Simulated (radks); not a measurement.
# The series with 9 electrons, F to Re⁶⁶⁺

The task here is to estimate one member of a computed series from the others.

Program: radks (a radial shooting solver on a logarithmic mesh, Libxc functionals) version 1. Level of theory: Dirac Kohn-Sham, PBE, spin-unpolarised, spherical densities, finite nucleus; open shells are shared between the two j in proportion to 2j + 1. These are calculated values, not measurements, unless marked.

## The system

| Quantity | Value |
| --- | --- |
| electrons | 9 |
| ions | F, Mg³⁺, P⁶⁺, Ar⁹⁺, Sc¹²⁺, Cr¹⁵⁺, Co¹⁸⁺, Zn²¹⁺, As²⁴⁺, Kr²⁷⁺, Mo³³⁺, Rh³⁶⁺, Cd³⁹⁺, Sb⁴²⁺, Xe⁴⁵⁺, La⁴⁸⁺, Nd⁵¹⁺, Eu⁵⁴⁺, Dy⁵⁷⁺, Tm⁶⁰⁺, Hf⁶³⁺, Re⁶⁶⁺ |
| configuration | [He] 2s2 2p5 |

The outer shells:

[He] 2s2 2p5
```
[He] core
2s [↑↓]
2p [↑↓][↑↓][↑ ]
```

Set-up of the first run:

Input:

```text
Z 9
configuration [He] 2s2 2p5
relativity Dirac
functional pbe,pbe
spin unpolarised
j_filling average
nucleus finite rms 2.8976 fm
c 137.035999084
```

Among the steps run: F.

One table of the session follows, with a row left open; its other results are not shown here.

It belongs to the step «F». Radial moments (bohr):

```
level     <r>  outermost maximum (interpolated)  90 % within
1s1/2  0.1763                             0.114        0.316
2s1/2   1.003                             0.764         1.62
2p1/2   1.103                             0.706         1.95
2p3/2       ?                                 ?            ?
```

Estimate the missing values for 2p3/2.

As computed: <r>: 1.106; outermost maximum (interpolated): 0.707; 90 % within: 1.95. In the column «<r>» it is the highest.
